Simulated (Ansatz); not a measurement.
**CH6OSSi2: small, medium and large basis sets**

One table from this session's results is given with a row withheld; the runs are named, their logs left out.

Method: one geometry, several basis sets; program: Ansatz 0.2.0, Gaussian basis.

The runs, in order: PBE0-D4/def2-SVP; ωB97M-V/def2-SVP; PBE0-D4/def2-QZVPP; ωB97M-V/def2-QZVPP; the functionals' def2-TZVPP values are taken from earlier runs.

## The relaxed structure

An earlier PBE0-D4 in a triple-zeta def2 set relaxation fixed the geometry.

SMILES `O=C([SiH3])[SiH2]S`, 11 atoms, charge 0, spin multiplicity 1.

Atoms are counted from 1 here; the program's logs count them from 0.

Bond lengths: O1–C2 1.213 Å, C2–Si3 1.940 Å, C2–Si4 1.944 Å, Si3–H6 1.486 Å, Si3–H7 1.484 Å, Si3–H8 1.483 Å, Si4–S5 2.116 Å, Si4–H9 1.488 Å, Si4–H10 1.488 Å, S5–H11 1.356 Å. Angles: O1–C2–Si3 118.6°, O1–C2–Si4 119.6°, Si3–C2–Si4 121.8°, C2–Si3–H6 109.5°, C2–Si3–H7 107.4°, C2–Si3–H8 108.5°, H6–Si3–H7 109.9°, H6–Si3–H8 110.7°, H7–Si3–H8 110.7°, C2–Si4–S5 105.1°, C2–Si4–H9 107.9°, C2–Si4–H10 108.1°, S5–Si4–H9 113.9°, S5–Si4–H10 113.8°, H9–Si4–H10 107.7°, Si4–S5–H11 88.4°.

Set-up of the first run:

in.yaml reads:

```yaml
crystal:
  periodic: [false, false, false]
  atoms:
    - {symbol: O, position_ang: [-0.164256, -1.498155, -0.901334]}
    - {symbol: C, position_ang: [0.046433, -0.544104, -0.182339]}
    - {symbol: Si, position_ang: [1.318087, -0.739238, 1.269544]}
    - {symbol: Si, position_ang: [-0.876151, 1.133500, -0.517995]}
    - {symbol: S, position_ang: [-2.052892, 0.780046, -2.240119]}
    - {symbol: H, position_ang: [1.261489, 0.461229, 2.144049]}
    - {symbol: H, position_ang: [2.668144, -0.859484, 0.664118]}
    - {symbol: H, position_ang: [0.974490, -1.962369, 2.034358]}
    - {symbol: H, position_ang: [-1.668053, 1.469926, 0.695457]}
    - {symbol: H, position_ang: [0.148846, 2.196461, -0.698104]}
    - {symbol: H, position_ang: [-1.590738, -0.494813, -2.247033]}
basis:
  gaussian: {orbitals: def2-SVP}
hamiltonian: {xc: pbe0, dispersion: d4}
output: {orbitals: {seedname: orbitals}}
```

Launch:

```bash
> ansatz run in.yaml --threads 4 --pin off --events-out ev --progress --plain --max-ram 10444MiB
```

Steps of the session up to this table: PBE0-D4 in def2-SVP; ωB97M-V in def2-SVP; PBE0-D4 in def2-QZVPP; ωB97M-V in def2-QZVPP.

One of the session's tables, all rows but one given; the rest of the session is left out.

It belongs to the step «Density functionals: the series». 

```
functional       basis  HOMO (eV)  LUMO (eV)
   PBE0-D4    def2-SVP      -6.90      -2.17
   PBE0-D4  def2-TZVPP          ?          ?
   PBE0-D4  def2-QZVPP      -6.93      -2.34
   ωB97M-V    def2-SVP      -9.01       0.19
   ωB97M-V  def2-TZVPP      -9.06      -0.03
   ωB97M-V  def2-QZVPP      -9.08      -0.09
```

Estimate the missing values for PBE0-D4, def2-TZVPP.

The run gave: HOMO (eV): -6.91; LUMO (eV): -2.30. In the column «HOMO (eV)» it lies between PBE0-D4, def2-QZVPP (-6.93) and PBE0-D4, def2-SVP (-6.90).
